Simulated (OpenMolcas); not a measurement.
# doublet CH6Sn+: levels of theory compared

We compute a comparison of 4 runs (UHF/STO-3G, UB3LYP/def2-SVP, UM06-2X/def2-SVP, ROCCSD(T)/def2-SVP) of doublet CH6Sn+. 

The calculation is run with OpenMolcas 26.06.

## Step 1: The molecule

The species is CH6Sn+ (8 atoms), meant as a doublet with charge +1. SMILES of the parent species: `[CH3][SnH3]`. Geometry: relaxed at PBE0-D4/def2-TZVP. That shape belongs to the parent species and isn't relaxed for this state.

Bond lengths: C1–Sn2 2.140 Å, C1–H3 1.090 Å, C1–H4 1.090 Å, C1–H5 1.090 Å, Sn2–H6 1.709 Å, Sn2–H7 1.709 Å, Sn2–H8 1.709 Å. Some angles: C1–Sn2–H6 110.1°, C1–Sn2–H7 110.1°, C1–Sn2–H8 110.1°, Sn2–C1–H3 110.0°, Sn2–C1–H4 110.0°, Sn2–C1–H5 110.0°, H6–Sn2–H7 108.8°, H6–Sn2–H8 108.8°, H7–Sn2–H8 108.8°, H3–C1–H4 109.0°.

## Step 2: The energy at UHF/STO-3G (run 1)

Input file mol.xyz:

```xyz
8

C      1.094500     0.367400    -0.110600
Sn    -0.919400    -0.329100     0.082100
H      1.300500     0.627700    -1.148800
H      1.789300    -0.411200     0.204000
H      1.244600     1.249200     0.512300
H     -2.012000     0.886800    -0.417500
H     -1.156700    -1.716400    -0.887800
H     -1.248700    -0.731500     1.710400
```

Input file calc.inp:

```
* CH6Sn Hartree-Fock
&GATEWAY
BASLIB = $CurrDir
COORD = mol.xyz
BASIS = STO-3G
GROUP = NoSym
&SEWARD
&SCF
UHF
CHARGE = 1
SPIN = 2
THRESHOLDS = 1e-10 1e-07 1e-07 1e-05
PRORBITALS = 1
```

The basis set STO-3G is read from a file made from the Basis Set Exchange's data (not shown).

Command:

```sh
$ export MOLCAS_MEM=1860
$ pymolcas calc.inp > calc.log
```

The program printed:

```text
--- Start Module: gateway ---
[...]
--- Stop Module: gateway /rc=_RC_ALL_IS_WELL_ ---
--- Start Module: seward ---
[...]
      Basis functions           38
--- Stop Module: seward /rc=_RC_ALL_IS_WELL_ ---
--- Start Module: scf ---
[...]
       Convergence after  22 Iterations
[...]
::    Total SCF energy                              -6003.9005239761
[...]
      Total spin, S                                     0.5037772407
[...]
      Total electronic charge=   61.000000
      Total            charge=    1.000000
[...]
      Dipole Moment (debye):
      Origin of the operator (angstrom)=   -0.7045   -0.2548    0.0615
                   X=  3.8813E+00               Y=  1.3424E+00               Z= -3.7149E-01           Total=  4.1237E+00
      Center of Charge (angstrom)
[...]
--- Stop Module: scf /rc=_RC_ALL_IS_WELL_ ---
[...]
```

Wall time 2.4 s (1 thread of Arm Neoverse V1, shared host); peak memory 0.37 GiB.

## Step 3: The energy at UB3LYP/def2-SVP (core potential) (run 2)

Input file run.inp:

```
>>> EXPORT MOLCAS_PRINT=2
&GATEWAY
BasLib=$CurrDir
Coord
8
angstrom
C        1.094500       0.367400      -0.110600
Sn      -0.919400      -0.329100       0.082100
H        1.300500       0.627700      -1.148800
H        1.789300      -0.411200       0.204000
H        1.244600       1.249200       0.512300
H       -2.012000       0.886800      -0.417500
H       -1.156700      -1.716400      -0.887800
H       -1.248700      -0.731500       1.710400
Basis=def2-SVP
Group=NoSym
&SEWARD
GridInput
Grid=UltraFine
End of Grid
&SCF
UHF
Charge=1
Spin=2
KSDFT=B3LYP
Thresholds=1e-10 1e-07 1e-07 1e-05
PrOrbitals=1 2
```

The basis set def2-SVP is read from a file made from the Basis Set Exchange's data (not shown).

Command:

```sh
$ export MOLCAS_MEM=1860
$ pymolcas run.inp > run.log
```

The program printed:

```text
--- Start Module: gateway ---
[...]
--- Stop Module: gateway /rc=_RC_ALL_IS_WELL_ ---
--- Start Module: seward ---
[...]
      Basis functions           70
--- Stop Module: seward /rc=_RC_ALL_IS_WELL_ ---
[...]
--- Start Module: scf ---
[...]
       Convergence after  23 Iterations
[...]
::    Total KS-DFT energy                            -255.6354533499
[...]
      Total spin, S                                     0.5016539919
[...]
      Total electronic charge=   33.000000
      Total            charge=    1.000000
[...]
      Dipole Moment (debye):
      Origin of the operator (angstrom)=   -0.7045   -0.2548    0.0615
                   X=  3.4577E+00               Y=  1.1960E+00               Z= -3.3069E-01           Total=  3.6736E+00
      Center of Charge (angstrom)
[...]
--- Stop Module: scf /rc=_RC_ALL_IS_WELL_ ---
[...]
```

Wall time 44 s (1 thread of Arm Neoverse V1, shared host); peak memory 0.41 GiB.

## Step 4: A single-point energy at UM06-2X/def2-SVP (core potential) (run 3)

Input file test.inp:

```
&GATEWAY
BASLIB=$CurrDir
COORD
8
angstrom
C        1.094500       0.367400      -0.110600
Sn      -0.919400      -0.329100       0.082100
H        1.300500       0.627700      -1.148800
H        1.789300      -0.411200       0.204000
H        1.244600       1.249200       0.512300
H       -2.012000       0.886800      -0.417500
H       -1.156700      -1.716400      -0.887800
H       -1.248700      -0.731500       1.710400
BASIS=def2-SVP
GROUP=NoSym
&SEWARD
GRIDINPUT
Grid=UltraFine
End of Grid
&SCF
UHF
CHARGE=1
SPIN=2
KSDFT=M062X
THRESHOLDS=1e-10 1e-07 1e-07 1e-05
PRORBITALS=1 2
```

The basis set def2-SVP is read from a file made from the Basis Set Exchange's data (not shown).

Command:

```sh
$ export MOLCAS_MEM=1860
$ pymolcas test.inp > test.log
```

The program printed:

```text
--- Start Module: gateway ---
[...]
--- Stop Module: gateway /rc=_RC_ALL_IS_WELL_ ---
--- Start Module: seward ---
[...]
      Basis functions           70
--- Stop Module: seward /rc=_RC_ALL_IS_WELL_ ---
[...]
--- Start Module: scf ---
[...]
       Convergence after  22 Iterations
[...]
::    Total KS-DFT energy                            -255.4487683001
[...]
      Total spin, S                                     0.5023407433
[...]
      Total electronic charge=   33.000000
      Total            charge=    1.000000
[...]
      Dipole Moment (debye):
      Origin of the operator (angstrom)=   -0.7045   -0.2548    0.0615
                   X=  3.7711E+00               Y=  1.3043E+00               Z= -3.6090E-01           Total=  4.0065E+00
      Center of Charge (angstrom)
[...]
--- Stop Module: scf /rc=_RC_ALL_IS_WELL_ ---
[...]
```

Wall time 65 s (1 thread of Arm Neoverse V1, shared host); peak memory 0.41 GiB.

## Step 5: The energy at ROCCSD(T)/def2-SVP (core potential) (run 4)

Input file coord.xyz:

```xyz
8

C      1.094500     0.367400    -0.110600
Sn    -0.919400    -0.329100     0.082100
H      1.300500     0.627700    -1.148800
H      1.789300    -0.411200     0.204000
H      1.244600     1.249200     0.512300
H     -2.012000     0.886800    -0.417500
H     -1.156700    -1.716400    -0.887800
H     -1.248700    -0.731500     1.710400
```

Input file test.input:

```
>>> EXPORT MOLCAS_PRINT=2

&gateway
  baslib
  $CurrDir
  coord
  coord.xyz
  basis
  def2-SVP
  group
  NoSym

&seward

&scf
  uhf
  charge
  1
  spin
  2
  thresholds
  1e-10 1e-07 1e-07 1e-05
  prorbitals
  1 1

&rasscf
  fileorb
  $Project.UnaOrb
  spin
  2
  nactel
  1 0 0
  inactive
  16
  ras2
  1
  outorbitals
  Canonical
  orblisting
  NoCore

&motra
  jobiph
  frozen
  5

&ccsdt
  cct
  triples
  3
  iterations
  80
  accuracy
  1e-08
  extrapolation
  5 4
```

The basis set def2-SVP is read from a file made from the Basis Set Exchange's data (not shown).

Command:

```sh
$ export MOLCAS_MEM=1860
$ pymolcas test.input > test.log
```

The program printed:

```text
--- Start Module: gateway ---
[...]
--- Stop Module: gateway /rc=_RC_ALL_IS_WELL_ ---
[...]
      Basis functions           70
[...]
       Convergence after  19 Iterations
[...]
::    Total SCF energy                               -254.2858900276
[...]
      Total spin, S                                     0.5051219804
[...]
      Number of active orbitals                  1
[...]
      Spin quantum number                      0.5
[...]
      Active orbitals                            1
[...]
      Number of CSFs                             1
[...]
      Number of root(s) required                 1
[...]
      Convergence after  9 iterations
[...]
      printout of CI-coefficients larger than  0.05 for root  1
      energy=    -254.282689
      conf/sym  1     Coeff  Weight
             1  u   1.00000 1.00000
      Natural orbitals and occupation numbers for root  1
      sym 1:   1.000000
      ************************************************************************************************************************
      *                                                    Final results                                                     *
[...]
::    RASSCF root number  1 Total energy:   -254.28268883
[...]
      Total electronic charge=   33.000000
      Total            charge=    1.000000
[...]
      Dipole Moment (debye):
      Origin of the operator (angstrom)=   -0.7045   -0.2548    0.0615
                   X=  4.1075E+00               Y=  1.4206E+00               Z= -3.9316E-01           Total=  4.3639E+00
      Center of Charge (angstrom)
[...]
--- Start Module: motra ---
[...]
      *** WARNING: Default frozen orbitals is overwritten by user input.
      *** Default values:   1
[...]
--- Stop Module: motra /rc=_RC_ALL_IS_WELL_ ---
--- Start Module: ccsdt ---
[...]
      Convergence after                    18  Iterations
      Total energy (diff) :    -254.57314515       0.00000000
[...]
 METHOD                       : CCSD+T(CCSD)+<T3(1)WT1>+<T3(1)UT2> = CCSD(T)
[...]
       CCSD     =      -254.5731451472843
[...]
--- Stop Module: ccsdt /rc=_RC_ALL_IS_WELL_ ---
[...]
```

Wall time 31 s (1 thread of Arm Neoverse V1, shared host); peak memory 0.41 GiB.

## Step 6: All runs side by side

```tsv
run	level	integration grid	frozen core orbitals	energy (Eh)	HOMO energy (eV)	LUMO energy (eV)	⟨S²⟩	wall time
1	UHF/STO-3G	–	–	-6003.900524	-16.20	-7.24	0.758	2.4 s
2	UB3LYP/def2-SVP (core potential)	UltraFine	–	-255.635453	-14.39	-13.00	0.753	44 s
3	UM06-2X/def2-SVP (core potential)	UltraFine	–	-255.448768	-15.57	-11.56	0.755	65 s
4	ROCCSD(T)/def2-SVP (core potential)	–	5	-254.580220	–	–	–	31 s
```

## Step 7: Outcome

| quantity | value |
| --- | --- |
| run 4: total energy | -254.58022 Eh |
| run 4: (T) correction | -7.07 mEh |

In words: Totals of different functionals can't be ranked against each other. Some runs of one species differ in core potentials or relativity; totals across that change don't compare. In run 1 the basis is minimal, so the values are rough. In run 1 relativity is left out where basis or elements ask for it. All runs together took 2.4 min, the longest 65 s.
